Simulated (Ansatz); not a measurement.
# TiAl: the cost of one run

All numbers are computed with the Python package of Ansatz 0.2.0. Level of theory: DFT PBEsol, all-electron LAPW.

## (1) The structure

Symmetry: P-6m2, No. 187, hexagonal system. Conventional cell: a = 2.867 Å, b = 2.867 Å, c = 4.678 Å, α = 90.00°, β = 90.00°, γ = 120.00°. Ti (site symmetry -6m2) is surrounded by 6 Al at 2.87 Å and 6 Ti at 2.87 Å. Around Al (site symmetry -6m2) lie 6 Ti at 2.87 Å and 6 Al at 2.87 Å.

The script holds or builds the structure itself.

## (2) The script

File eos_lapw_tial.py:

```python
"""All-electron equation of state of TiAl."""

import warnings

import ansatz as az
from ase.eos import EquationOfState
from ase.units import GPa
import numpy as np

VECTORS = np.array([
    [2.867262, 0.0, 0.0],
    [-1.433631, 2.483122, 0.0],
    [0.0, 0.0, 4.678083],
])
SITES = [
    ("Ti", (0.0, 0.0, 0.0)),
    ("Al", (1 / 3, 2 / 3, 0.5)),
]


def build(cell):
    crystal = az.Crystal(lattice=az.Lattice.of(cell))
    for symbol, position in SITES:
        crystal = crystal.atom(symbol, position)
    return crystal

warnings.simplefilter("ignore", az.DeckWarning)

volumes, energies = [], []
for scale in np.linspace(0.94, 1.06, 7):
    cell = VECTORS * scale ** (1 / 3)
    base = (
        build(cell).calculation()
        .functional(az.Functional.PBESOL)
        .occupations("Fermi-Dirac")
        .kpoints(9, 9, 5)
        .pseudopotentials("all_electron", lapw=True)
    )
    r = base.run(threads=1, backend="cpu").report
    volumes.append(abs(np.linalg.det(cell)) / len(SITES))
    energies.append(r["free_energy_ev"] / len(SITES))
    print(f"{scale:.3f} {volumes[-1]:9.4f} A^3/atom {energies[-1]:16.5f} eV/atom  (estimated basis error {1000 * r['lapw_basis_errors']['total_ev_per_atom']:.2f} meV/atom)")
v0, e0, bulk = EquationOfState(volumes, energies, eos="birchmurnaghan").fit()
print(f"V0 = {v0:.4f} A^3/atom, B0 = {bulk / GPa:.1f} GPa")
```

## (3) The calls as engine input

The engine receives this input (first run):

```yaml
crystal:
  lattice:
    - [2.8087300252479985, 0.0, 0.0]
    - [-1.4043650126239993, 2.4324318174460022, 0.0]
    - [0.0, 0.0, 4.58258512221842]
  atoms:
    - { symbol: Ti, position: [0.0, 0.0, 0.0] }
    - { symbol: Al, position: [0.3333333333333333, 0.6666666666666666, 0.5] }
kpoints:
  mp_grid:
    grid: [9, 9, 5]
hamiltonian:
  xc: pbesol
  pseudopotentials:
    kind: all_electron
    lapw: {}
scf:
  occupations:
    method: fermi_dirac
```

## (4) Running it

The run is started by

```console
$ python eos_lapw_tial.py
```

**Question.** How long does this script take on 1 thread of Arm Neoverse V2, shared host, and how much memory does it need?

About 50 s, with a peak of 0.36 GiB.
